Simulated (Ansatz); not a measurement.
# Bi3Te2S: the cost of one run

Computed with Ansatz 0.2.0 (DFT PBE, scalar-relativistic, plane waves, PAW, unless a step's input says otherwise).

## 1. Starting point

Symmetry: P3m1, No. 156, trigonal system. Conventional cell: a = 5.809 Å, b = 5.809 Å, c = 7.012 Å, α = 90.00°, β = 90.00°, γ = 120.00°. Bi (site symmetry 3m) is surrounded by 1 S at 1.95 Å. Around Bi (site symmetry 3m) lie 1 Te at 1.86 Å and 1 Bi at 1.96 Å. Bi (site symmetry 3m) has 1 Bi at 1.96 Å as nearest neighbours. Te (site symmetry 3m) has 6 Bi at 3.40 to 3.80 Å as nearest neighbours. Te (site symmetry 3m) has 1 Bi at 1.86 Å as nearest neighbours. Around S (site symmetry 3m) lie 1 Bi at 1.95 Å.

Coordinates:

```cif
data_structure
_symmetry_space_group_name_H-M 'P3m1'
_symmetry_Int_Tables_number 156
_cell_length_a 5.8087
_cell_length_b 5.8087
_cell_length_c 7.0123
_cell_angle_alpha 90.000
_cell_angle_beta 90.000
_cell_angle_gamma 120.000
_cell_volume 204.90
loop_
_atom_site_label
_atom_site_type_symbol
_atom_site_symmetry_multiplicity
_atom_site_Wyckoff_symbol
_atom_site_fract_x
_atom_site_fract_y
_atom_site_fract_z
_atom_site_occupancy
Bi1 Bi 1 b 0.33333 0.66667 0.18332 1
Bi2 Bi 1 c 0.66667 0.33333 0.85019 1
Bi3 Bi 1 c 0.66667 0.33333 0.57062 1
Te1 Te 1 a 0.00000 0.00000 0.92894 1
Te2 Te 1 c 0.66667 0.33333 0.11605 1
S1 S 1 b 0.33333 0.66667 0.46087 1
```

The cell is invented: random cell by space group and Wyckoff sites (P3m1, No. 156). The dimensions are guesses.

## 2. Probe: one point on a coarse mesh

File input.yaml:

```yaml
crystal:
  lattice:
    - [5.80869553, 0.0, 0.0]
    - [-2.90434776, 5.03047789, 0.0]
    - [0.0, 0.0, 7.01233281]
  atoms:
    - { symbol: Bi, position: [0.33333333, 0.66666667, 0.18332166] }
    - { symbol: Bi, position: [0.66666667, 0.33333333, 0.85019089] }
    - { symbol: Bi, position: [0.66666667, 0.33333333, 0.57061803] }
    - { symbol: Te, position: [0.0, 0.0, 0.92894301] }
    - { symbol: Te, position: [0.66666667, 0.33333333, 0.11604793] }
    - { symbol: S, position: [0.33333333, 0.66666667, 0.46087165] }
basis:
  ecutwfc: 420
kpoints:
  mp_grid: { grid: [3, 3, 4] }
hamiltonian:
  xc: pbe
scf:
  occupations: { method: gaussian, width: 0.1 }
  lower_state_search: "off"
output:
  forces: true
  stress: true
  eigenvalues: true
```

On the command line:

```sh
ansatz run input.yaml --threads 1 --pin off --max-ram 2560MiB --backend cpu --events-out ev --progress --plain --runs-dir out
```

Q: Estimate wall time and peak memory on 1 thread of Arm Neoverse V1, shared host.

About 11 s, with a peak of 0.42 GiB.
